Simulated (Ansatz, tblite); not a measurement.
# Cis-[IrF2(NH3)4]+ (F₂H₁₂IrN₄+): a ladder of methods and basis sets

An exercise on one series of results from a longer session: the logs are not shown, and one member is left open.

Program: Ansatz 0.2.0, Gaussian basis. Level of theory: as each input shows. These are calculated values, not measurements.

Plan: GFN1-xTB, GFN2-xTB, PBE-D4/def2-TZVP, r2SCAN-D4/def2-TZVP, B3LYP-D4/def2-TZVP, revPBE-D4/def2-TZVP, ωB97M-V/def2-TZVP, HSE06-D4/def2-TZVP, CAM-B3LYP-D4/def2-TZVP, PBE+10HF/def2-SVP, PBE+15HF/def2-SVP, PBE+40HF/def2-SVP, PBE-D4/def2-SVP, PBE0-D4/def2-SVP, CCSD(T)/def2-SVP, MP2/def2-TZVP, RPA/def2-TZVP.

## The structure

The singlet was relaxed beforehand with PBE0-D4/def2-SVP.

19 atoms, charge 1, spin multiplicity 1.

Bond lengths: Ir1–F2 1.964 Å, Ir1–N3 2.097 Å, Ir1–F7 1.964 Å, Ir1–N8 2.097 Å, Ir1–N12 2.075 Å, Ir1–N16 2.075 Å, N3–H4 1.031 Å, N3–H5 1.022 Å, N3–H6 1.022 Å, N8–H9 1.031 Å, N8–H10 1.022 Å, N8–H11 1.022 Å, N12–H13 1.027 Å, N12–H14 1.027 Å, N12–H15 1.021 Å, N16–H17 1.021 Å, N16–H18 1.027 Å, N16–H19 1.027 Å. Angles: F2–Ir1–N3 175.8°, F2–Ir1–F7 97.7°, F2–Ir1–N8 78.1°, F2–Ir1–N12 84.6°, F2–Ir1–N16 84.6°, N3–Ir1–F7 78.1°, N3–Ir1–N8 106.1°, N3–Ir1–N12 95.0°, N3–Ir1–N16 94.9°, F7–Ir1–N8 175.8°, F7–Ir1–N12 84.6°, F7–Ir1–N16 84.6°, N8–Ir1–N12 94.9°, N8–Ir1–N16 95.0°, N12–Ir1–N16 163.5°, Ir1–N3–H4 100.5°, Ir1–N3–H5 117.4°, Ir1–N3–H6 117.4° and more.

Formally the metal is d6. Ir takes a core potential in the def2 sets. No spin-orbit coupling is included. The ion is computed in the gas phase, without counter-ions or solvent.

PBE0-D4/def2-TZVP was run before; its log isn't repeated, and its numbers join the tables.

The first run:

Tight binding, by tblite at 300 K electronic temperature and without a spin-polarisation term:

```python
tblite.interface.Calculator('GFN1-xTB', numbers, positions, charge=1, uhf=0).singlepoint()
```

Tight binding, by tblite at 300 K electronic temperature and without a spin-polarisation term:

```python
tblite.interface.Calculator('GFN2-xTB', numbers, positions, charge=1, uhf=0).singlepoint()
```

start.molden holds the orbitals of an earlier run on this state, given as this run's starting guess.

in.yaml

```yaml
crystal:
  periodic: [false, false, false]
  atoms:
    - {symbol: Ir, position_ang: [0.195584, -0.002373, 0.195231]}
    - {symbol: F, position_ang: [0.064566, -0.025851, 2.154859]}
    - {symbol: N, position_ang: [0.488122, 0.021944, -1.880973]}
    - {symbol: H, position_ang: [1.517932, 0.021835, -1.925383]}
    - {symbol: H, position_ang: [0.161395, 0.843982, -2.392210]}
    - {symbol: H, position_ang: [0.160621, -0.787496, -2.411292]}
    - {symbol: F, position_ang: [2.155138, -0.000966, 0.061073]}
    - {symbol: N, position_ang: [-1.880296, -0.005167, 0.491122]}
    - {symbol: H, position_ang: [-1.923016, -0.016947, 1.520940]}
    - {symbol: H, position_ang: [-2.401950, -0.816985, 0.155426]}
    - {symbol: H, position_ang: [-2.401343, 0.814492, 0.174324]}
    - {symbol: N, position_ang: [0.404910, 2.048629, 0.430649]}
    - {symbol: H, position_ang: [1.404517, 2.225471, 0.275167]}
    - {symbol: H, position_ang: [0.246740, 2.209420, 1.432624]}
    - {symbol: H, position_ang: [-0.128906, 2.743699, -0.093710]}
    - {symbol: N, position_ang: [0.406480, -2.058395, 0.379374]}
    - {symbol: H, position_ang: [-0.127330, -2.740593, -0.161622]}
    - {symbol: H, position_ang: [0.250739, -2.245251, 1.377120]}
    - {symbol: H, position_ang: [1.406116, -2.229437, 0.217260]}
basis:
  gaussian: {orbitals: def2-TZVP, initial_orbitals: start.molden}
total_charge: 1
hamiltonian: {xc: pbe, dispersion: d4}
scf: {omitted_lower_state_checks: [starts]}
output: {forces: true, orbitals: {seedname: orbitals}}
```

Started as:

```console
> ansatz run in.yaml --threads 4 --pin off --events-out ev --progress --plain --max-ram 8704MiB
```

Among the steps run: PBE-D4/def2-TZVP; r2SCAN-D4/def2-TZVP; B3LYP-D4/def2-TZVP; revPBE-D4/def2-TZVP; ωB97M-V/def2-TZVP; HSE06-D4/def2-TZVP; CAM-B3LYP-D4/def2-TZVP; PBE+10HF/def2-SVP; PBE+15HF/def2-SVP; PBE+40HF/def2-SVP; PBE-D4/def2-SVP; PBE0-D4/def2-SVP; CCSD(T)/def2-SVP; MP2/def2-TZVP; RPA/def2-TZVP.

One of the session's tables, all rows but one given; the rest of the session is left out.

```
                 level  HOMO (eV)  LUMO (eV)  gap (eV)
       PBE-D4/def2-SVP      -8.42      -4.69      3.73
      PBE-D4/def2-TZVP      -8.54      -4.93      3.61
   revPBE-D4/def2-TZVP      -8.46      -4.84      3.62
   r2SCAN-D4/def2-TZVP      -8.82      -4.62      4.20
    B3LYP-D4/def2-TZVP          ?          ?         ?
      PBE0-D4/def2-SVP     -10.14      -3.67      6.47
     PBE0-D4/def2-TZVP     -10.20      -4.12      6.08
    HSE06-D4/def2-TZVP      -9.78      -4.49      5.30
CAM-B3LYP-D4/def2-TZVP     -11.73      -3.40      8.32
     ωB97M-V/def2-TZVP     -12.79      -2.77     10.02
     PBE+10HF/def2-SVP      -9.09      -4.25      4.85
     PBE+15HF/def2-SVP      -9.44      -4.03      5.41
     PBE+40HF/def2-SVP     -11.23      -3.17      8.06
```

Q: Estimate the row for B3LYP-D4/def2-TZVP from the others.

**Answer.** HOMO (eV): -9.96; LUMO (eV): -4.49; gap (eV): 5.47. In the column «HOMO (eV)» it lies between PBE0-D4/def2-SVP (-10.14) and HSE06-D4/def2-TZVP (-9.78).
